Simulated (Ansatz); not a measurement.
**SBr3 under changes of volume**

One of the cells (30.611 Å³/atom); the others are scaled copies at fixed shape and fractional positions:

```
Br S
1.0
    -1.94152    1.94152    8.12064
     1.94152   -1.94152    8.12064
     1.94152    1.94152   -8.12064
Br S
3 1
Direct
  0.50000 0.50000 0.00000
  0.25000 0.75000 0.50000
  0.75000 0.25000 0.50000
  0.00000 0.00000 0.00000
```

The cell comes from a database or a generator and needn't be the stable form of this composition.

| Property | Result |
| --- | --- |
| Program | Ansatz 0.2.0 |
| Functional | PBE |
| Potentials or basis | Ansatz PAW |
| Cutoff | 420 eV (not typed: the program's choice for these potentials) |
| k mesh | 10 × 10 × 10 |
| Occupations | fermi-dirac, width 0.05 eV |
| Spin | no spin polarisation |

```csv
volume (Å³/atom),energy over the lowest point (meV/atom),pressure (GPa)
28.774,?,?
29.386,7.16,1.8
29.999,2.12,1.0
30.611,0.00,0.2
31.223,0.49,-0.4
31.835,3.29,-1.0
32.447,8.15,-1.5
```

What does the run at 28.774 Å³/atom give?

Energy over the lowest point 15.50 meV/atom; pressure 2.7 GPa.

Worked out: A Birch-Murnaghan fit of order 3 (a polynomial in V^(-2/3)) to the other rows has its minimum at 30.79 Å³/atom with B0 = V·E''(V) = 33 GPa and B' = 4.8 at fixed shape and positions, which overstates the stiffness. It gives 15.48 meV/atom at 28.774 Å³/atom, against the run's 15.50, and -dE/dV = 2.6 GPa, against 2.7.

Energies are extrapolated to zero smearing.

Caveats: an odd number of electrons without spin polarisation forces a metal; a magnetic or distorted state may lie lower.
